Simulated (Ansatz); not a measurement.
# ClGaH4N: the cost of one run

Program: Ansatz 0.2.0. Level of theory: UKS B3LYP-D4/def2-mTZVP. These are calculated values, not measurements.

## (1) The system as given

Bond lengths: Ga1–H2 1.820 Å, Ga1–Cl3 2.240 Å, Ga1–N4 1.930 Å, N4–H5 1.060 Å, N4–H6 1.060 Å. Angles: H2–Ga1–Cl3 120.0°, H2–Ga1–N4 120.0°, Cl3–Ga1–N4 120.0°, Ga1–N4–H5 120.0°, Ga1–N4–H6 120.0°, H5–N4–H6 120.0°.

Coordinates:

```xyz
7

Ga    0.0000    0.0000    0.0000
H     0.0000    0.0000    1.8200
Cl    1.9398    0.0000   -1.1200
N    -1.6714    0.0000   -0.9650
H    -2.3403   -0.8164   -0.8664
H    -1.9204    0.8164   -1.5936
H     0.0000    0.0000    2.7800
```

## (2) A restrained relaxation towards end A

Springs on the bonds that form and break draw the guess towards this end; the thresholds are loose.

Contents of input.yaml:

```yaml
crystal:
  periodic: [false, false, false]
  atoms:
    - { symbol: Ga, position_ang: [0.0, 0.0, 0.0] }
    - { symbol: H, position_ang: [0.0, 0.0, 1.82] }
    - { symbol: Cl, position_ang: [1.9398, 0.0, -1.12] }
    - { symbol: "N", position_ang: [-1.6714, 0.0, -0.965] }
    - { symbol: H, position_ang: [-2.3403, -0.8164, -0.8664] }
    - { symbol: H, position_ang: [-1.9204, 0.8164, -1.5936] }
    - { symbol: H, position_ang: [0.0, 0.0, 2.78] }
magnetization:
  spin_polarized: true
  initial_magnetization: 1
basis:
  gaussian: { orbitals: def2-mTZVP }
hamiltonian:
  xc: b3lyp
  dispersion: d4
relax:
  f_tol: 0.15
  max_steps: 25
  restrain:
    - { distance: [1, 6], at: 1.86, k: 30.0 }
    - { distance: [0, 1], at: 1.57, k: 30.0 }
```

Started as:

```console
$ ansatz run input.yaml --threads 4 --pin off --max-ram 5120MiB --backend cpu --events-out ev --progress --plain --runs-dir out
```

Q: Estimate wall time and peak memory on 4 threads of Intel Xeon 6975P-C (Granite Rapids), shared host.

About 14 s, with a peak of 0.28 GiB.
